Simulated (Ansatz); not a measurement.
**C₂H₇BZn: basis-set convergence**

One table from this session's results is given with a row withheld; the runs are named, their logs left out.

Program: Ansatz 0.2.0, Gaussian basis. Level of theory: one geometry, several basis sets. These are calculated values, not measurements.

Plan: PBE0-D4/def2-SVP; ωB97M-V/def2-SVP; PBE0-D4/def2-QZVPP; ωB97M-V/def2-QZVPP; the functionals' def2-TZVPP values are taken from earlier runs.

## The geometry

The geometry comes from an earlier relaxation with PBE0-D4 in a triple-zeta def2 set; it is a stationary point, not always the lowest conformer.

SMILES `C[B](C)[ZnH]`, 11 atoms, charge 0, spin multiplicity 1.

Atoms are counted from 1 here; the program's logs count them from 0.

Bond lengths: C1–B2 1.566 Å, C1–H5 1.093 Å, C1–H6 1.103 Å, C1–H7 1.095 Å, B2–C3 1.567 Å, B2–Zn4 2.101 Å, C3–H8 1.103 Å, C3–H9 1.095 Å, C3–H10 1.093 Å, Zn4–H11 1.567 Å. Angles: B2–C1–H5 115.3°, B2–C1–H6 105.0°, B2–C1–H7 114.8°, H5–C1–H6 104.8°, H5–C1–H7 109.4°, H6–C1–H7 106.6°, C1–B2–C3 118.9°, C1–B2–Zn4 120.4°, C3–B2–Zn4 120.4°, B2–C3–H8 105.2°, B2–C3–H9 114.8°, B2–C3–H10 115.1°, H8–C3–H9 106.7°, H8–C3–H10 104.7°, H9–C3–H10 109.4°, B2–Zn4–H11 179.7°.

The first run:

Input file in.yaml:

```yaml
crystal:
  periodic: [false, false, false]
  atoms:
    - {symbol: C, position_ang: [-0.271109, 1.313410, -0.641144]}
    - {symbol: B, position_ang: [-0.042818, -0.141615, -0.108068]}
    - {symbol: C, position_ang: [1.131481, -0.406245, 0.894585]}
    - {symbol: Zn, position_ang: [-1.395102, -1.676023, -0.589378]}
    - {symbol: H, position_ang: [-0.720202, 1.381967, -1.635063]}
    - {symbol: H, position_ang: [-1.022035, 1.750923, 0.038270]}
    - {symbol: H, position_ang: [0.609762, 1.962673, -0.593976]}
    - {symbol: H, position_ang: [0.673055, -0.358327, 1.896490]}
    - {symbol: H, position_ang: [1.929377, 0.343882, 0.876533]}
    - {symbol: H, position_ang: [1.571742, -1.405150, 0.838465]}
    - {symbol: H, position_ang: [-2.398551, -2.822492, -0.956114]}
basis:
  gaussian: {orbitals: def2-SVP}
hamiltonian: {xc: pbe0, dispersion: d4}
output: {orbitals: {seedname: orbitals}}
```

Among the steps run: PBE0-D4 in def2-SVP; ωB97M-V in def2-SVP; PBE0-D4 in def2-QZVPP; ωB97M-V in def2-QZVPP.

One table of the session follows, with a row left open; its other results are not shown here.

It belongs to the step «Density functionals: the series». 

| functional | basis | HOMO (eV) |
| --- | --- | --- |
| PBE0-D4 | def2-SVP | -6.21 |
| PBE0-D4 | def2-TZVPP | -6.38 |
| PBE0-D4 | def2-QZVPP | -6.38 |
| ωB97M-V | def2-SVP | -8.29 |
| ωB97M-V | def2-TZVPP | ? |
| ωB97M-V | def2-QZVPP | -8.50 |

**Question.** Estimate the row for ωB97M-V, def2-TZVPP.

The run gave: HOMO (eV): -8.49. In the column «HOMO (eV)» it lies between ωB97M-V, def2-QZVPP (-8.50) and ωB97M-V, def2-SVP (-8.29).
